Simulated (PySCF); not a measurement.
**CH5GeO (SMILES [CH3][GeH][OH]): UBLYP/def2-TZVP**

Aim: the vertical ionisation energy of CH5GeO at UBLYP/def2-TZVP, from 2 runs. Input form: a Python script.

The calculation is run with PySCF 2.14.0.

## 1. The molecule

The species is CH5GeO (8 atoms), meant as a doublet with charge 0. SMILES: `[CH3][GeH][OH]`. Geometry: relaxed at PBE0-D4/def2-TZVP. This is one conformer, not always the lowest.

Bond lengths: C1–Ge2 1.954 Å, Ge2–O3 1.792 Å, C1–H4 1.090 Å, C1–H5 1.092 Å, C1–H6 1.090 Å, Ge2–H7 1.564 Å, O3–H8 0.960 Å. Angles: C1–Ge2–O3 103.5°, C1–Ge2–H7 112.3°, O3–Ge2–H7 107.9°, Ge2–C1–H4 110.3°, Ge2–C1–H5 108.7°, Ge2–C1–H6 109.9°, Ge2–O3–H8 112.7°, H4–C1–H5 109.5°, H4–C1–H6 109.3°, H5–C1–H6 109.1°.

## 2. The energy at UBLYP/def2-TZVP

Contents of start.xyz:

```xyz
8
CH5GeO
C     -0.669700     0.837400    -0.542800
Ge     0.882200    -0.278900    -0.139000
O      0.160100    -1.768900     0.546400
H     -0.349800     1.807700    -0.923500
H     -1.247600     0.978300     0.373300
H     -1.296000     0.347300    -1.287700
H      1.802100     0.357700     0.954000
H      0.810900    -2.337900     0.963600
```

Contents of run.py:

```python
from pyscf import gto, dft

mol = gto.M(
    atom='start.xyz',
    spin=1,
    basis='def2-tzvp',
    verbose=4,
    max_memory=1860,
)

mf = dft.UKS(mol)
mf.xc = 'blyp'
mf.grids.level = 3
mf.conv_tol = 1e-10
mf.kernel()
if not mf.converged:
    mf = mf.newton().run(mf.mo_coeff, mf.mo_occ)

e_final = mf.e_tot
print('E = %.10f Eh' % e_final)
```

The run is started by

```console
$ OMP_NUM_THREADS=1 python run.py
```

Standard output:

```text
PySCF version 2.14.0

[INPUT] num. atoms = 8
[INPUT] num. electrons = 51
[INPUT] charge = 0
[INPUT] spin (= nelec alpha-beta = 2S) = 1
[INPUT] symmetry False subgroup None
[INPUT] Mole.unit = angstrom
[INPUT] Symbol           X                Y                Z      unit          X                Y                Z       unit  Magmom
[INPUT]  1 C     -0.669700000000   0.837400000000  -0.542800000000 AA   -1.265549585621   1.582456656711  -1.025743340414 Bohr   0.0
[INPUT]  2 Ge     0.882200000000  -0.278900000000  -0.139000000000 AA    1.667116387091  -0.527044616141  -0.262671931315 Bohr   0.0
[INPUT]  3 O      0.160100000000  -1.768900000000   0.546400000000 AA    0.302545152543  -3.342736541743   1.032546354462 Bohr   0.0
[INPUT]  4 H     -0.349800000000   1.807700000000  -0.923500000000 AA   -0.661026198373   3.416057915376  -1.745162076036 Bohr   0.0
[INPUT]  5 H     -1.247600000000   0.978300000000   0.373300000000 AA   -2.357622313007   1.848719067662   0.705434762300 Bohr   0.0
[INPUT]  6 H     -1.296000000000   0.347300000000  -1.287700000000 AA   -2.449085057436   0.656301883061  -2.433400330602 Bohr   0.0
[INPUT]  7 H      1.802100000000   0.357700000000   0.954000000000 AA    3.405475449079   0.675955034757   1.802798722835 Bohr   0.0
[INPUT]  8 H      0.810900000000  -2.337900000000   0.963600000000 AA    1.532378914410  -4.417990706621   1.820940093631 Bohr   0.0

nuclear repulsion = 196.652706562558
number of shells = 58
number of NR pGTOs = 232
number of NR cGTOs = 140
basis = def2-tzvp
ecp = {}

******** <class 'pyscf.dft.uks.UKS'> ********
method = UKS
initial guess = minao
damping factor = 0
level_shift factor = 0
DIIS = <class 'pyscf.scf.diis.CDIIS'>
diis_start_cycle = 1
diis_space = 8
diis_damp = 0
SCF conv_tol = 1e-10
SCF conv_tol_grad = None
SCF max_cycles = 50
direct_scf = True
direct_scf_tol = 1e-13
number electrons alpha = 26  beta = 25
XC library pyscf.dft.libxc version 7.0.0
    S. Lehtola, C. Steigemann, M. J.T. Oliveira, and M. A.L. Marques.,  SoftwareX 7, 1–5 (2018)
XC functionals = blyp
    A. D. Becke.,  Phys. Rev. A 38, 3098 (1988)
    C. Lee, W. Yang, and R. G. Parr.,  Phys. Rev. B 37, 785 (1988)
    B. Miehlich, A. Savin, H. Stoll, and H. Preuss.,  Chem. Phys. Lett. 157, 200 (1989)
radial grids:
    Treutler-Ahlrichs [JCP 102, 346 (1995); DOI:10.1063/1.469408] (M4) radial grids

becke partition: Becke, JCP 88, 2547 (1988); DOI:10.1063/1.454033
pruning grids: <function nwchem_prune>
grids dens level: 3
symmetrized grids: False
atomic radii adjust function: <function treutler_atomic_radii_adjust>
small_rho_cutoff = 0
Set gradient conv threshold to 1e-05
tot grids = 97880
init E= -2192.7845726952
[... the frontier-level lines of each cycle are left out ...]


cycle= 1 E= -2193.13223774422  delta_E= -0.348  |g|= 0.958  |ddm|= 1.57
cycle= 2 E= -2190.89385036942  delta_E= 2.24  |g|= 2.33  |ddm|=  2.8
cycle= 3 E= -2193.27718841479  delta_E= -2.38  |g|= 0.518  |ddm|= 2.73
cycle= 4 E= -2193.38580525351  delta_E= -0.109  |g|= 0.141  |ddm|= 0.425
cycle= 5 E= -2193.39062689245  delta_E= -0.00482  |g|= 0.0727  |ddm|= 0.175
cycle= 6 E= -2193.39371690894  delta_E= -0.00309  |g|= 0.0228  |ddm|= 0.0759
cycle= 7 E= -2193.393957291  delta_E= -0.00024  |g|= 0.00622  |ddm|= 0.0188
cycle= 8 E= -2193.39397208804  delta_E= -1.48e-05  |g|= 0.00111  |ddm|= 0.00632
cycle= 9 E= -2193.39397279718  delta_E= -7.09e-07  |g|= 0.000232  |ddm|= 0.00143
cycle= 10 E= -2193.3939728288  delta_E= -3.16e-08  |g|= 4.66e-05  |ddm|= 0.000302
cycle= 11 E= -2193.39397283004  delta_E= -1.24e-09  |g|= 1.57e-05  |ddm|= 8.25e-05
cycle= 12 E= -2193.3939728302  delta_E= -1.63e-10  |g|= 6.57e-06  |ddm|= 3.2e-05
cycle= 13 E= -2193.39397283023  delta_E= -3.37e-11  |g|= 2.29e-06  |ddm|= 1.01e-05
Extra cycle  E= -2193.39397283023  delta_E= 9.09e-13  |g|= 2.84e-06  |ddm|= 3.9e-06
converged SCF energy = -2193.39397283023  <S^2> = 0.75110366  2S+1 = 2.0011034
E = -2193.3939728302 Eh
```

It took 31 s on 1 thread of Arm Neoverse V1, shared host; peak memory 0.9 GiB.

## 3. The singlet cation, same level

Contents of run.py:

```python
from pyscf import gto, dft

mol = gto.Mole()
mol.atom = '''
C     -0.669700     0.837400    -0.542800
Ge     0.882200    -0.278900    -0.139000
O      0.160100    -1.768900     0.546400
H     -0.349800     1.807700    -0.923500
H     -1.247600     0.978300     0.373300
H     -1.296000     0.347300    -1.287700
H      1.802100     0.357700     0.954000
H      0.810900    -2.337900     0.963600
'''
mol.charge = 1
mol.verbose = 3
mol.basis = 'def2-tzvp'
mol.max_memory = 1860
mol.build()

mf = dft.RKS(mol, xc='blyp')
mf.grids.level = 3
mf.conv_tol = 1e-10
mf.kernel()
if not mf.converged:
    mf = mf.newton().run(mf.mo_coeff, mf.mo_occ)

e_final = mf.e_tot
print('Final energy', e_final)
```

The run is started by

```console
$ OMP_NUM_THREADS=1 python run.py
```

Standard output:

```text
converged SCF energy = -2193.11317541704
Final energy -2193.1131754170424
```

Wall time 18 s (1 thread of Arm Neoverse V1, shared host); peak memory 0.88 GiB.

## 4. Summary of results

At UBLYP/def2-TZVP:

```
                                          quantity           value
                      doublet CH5GeO: total energy  -2193.39397 Eh
                     doublet CH5GeO: dipole moment          0.74 D
doublet CH5GeO: HOMO energy (highest over α and β)        -4.36 eV
 doublet CH5GeO: LUMO energy (lowest over α and β)        -3.31 eV
                              doublet CH5GeO: ⟨S²⟩           0.751
                      singlet cation: total energy  -2193.11318 Eh
                       singlet cation: HOMO energy       -13.66 eV
                       singlet cation: LUMO energy       -10.87 eV
                     singlet cation: HOMO–LUMO gap         2.79 eV
vertical ionisation energy (to the singlet cation)        7.641 eV
```

The vertical ionisation energy comes to 7.64 eV (737 kJ/mol). Only the singlet of the ionised species was computed; a triplet could lie lower. Mulliken charges (singlet cation) run from -0.37 on C1 to +0.66 on Ge2; they depend strongly on the basis.
